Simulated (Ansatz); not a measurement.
# Br2GaH: the cost of one run

All numbers are computed with the Python package of Ansatz 0.2.0. Level of theory: PBE0/def2-SVP.

## Step 1: The structure

Bond lengths: Br1–Ga2 2.192 Å, Ga2–Br3 2.244 Å, Ga2–H4 1.428 Å. Angles: Br1–Ga2–Br3 121.8°, Br1–Ga2–H4 117.1°, Br3–Ga2–H4 119.1°.

No structure file is read: the coordinates are typed or built in the script.

## Step 2: The script

Contents of br2gah_relaxed_scan.py:

```python
"""One bond of Br2GaH held at set lengths while the rest relaxes."""

import ansatz as az
from ase import Atoms
import numpy as np

atoms = Atoms(["Br", "Ga", "Br", "H"], positions=[
    [-2.0058, 0.1541, -0.5944],
    [0.1374, 0.0987, -0.1391],
    [1.0779, -1.6505, 0.9063],
    [0.846, 1.3373, -0.1931],
])
mol = az.Crystal.molecule_from_ase(atoms)

job = mol.calculation().basis(gaussian="def2-SVP").functional("PBE0")
symbols = [site.symbol for site in mol.cartesian_sites]
pairs = [(0, 1), (1, 2), (1, 3)]
print("held (A)   E (eV)        ", "  ".join(f"{symbols[i]}{i}-{symbols[j]}{j}" for i, j in pairs))
for length in [1.31, 1.43, 1.54, 1.71, 1.93]:
    data = job.relax(constraints=[az.DistanceConstraint((1, 3), at=length)], force_tolerance=0.02, max_steps=60).run(threads=1).report
    xyz = np.array(data["positions_ang"])
    print(f"{length:6.2f} {data['free_energy_ev']:14.5f}  ", "  ".join(f"{np.linalg.norm(xyz[i] - xyz[j]):.3f}" for i, j in pairs))
```

## Step 3: What the engine is handed

The package turns the script's settings into the engine's input (first run):

```yaml
crystal:
  periodic: [false, false, false]
  atoms:
    - { symbol: Br, position_ang: [-2.0058, 0.1541, -0.5944] }
    - { symbol: Ga, position_ang: [0.1374, 0.0987, -0.1391] }
    - { symbol: Br, position_ang: [1.0779, -1.6505, 0.9063] }
    - { symbol: H, position_ang: [0.846, 1.3373, -0.1931] }
basis:
  gaussian:
    orbitals: def2-SVP
hamiltonian:
  xc: pbe0
relax:
  f_tol: 0.02
  max_steps: 60
  constraints:
    - { distance: [1, 3], at: 1.31 }
```

## Step 4: The run

Launch:

```console
python br2gah_relaxed_scan.py
```

What time and memory should one allow on 1 thread of Arm Neoverse V1, shared host?

About 2.8 min, with a peak of 0.34 GiB.
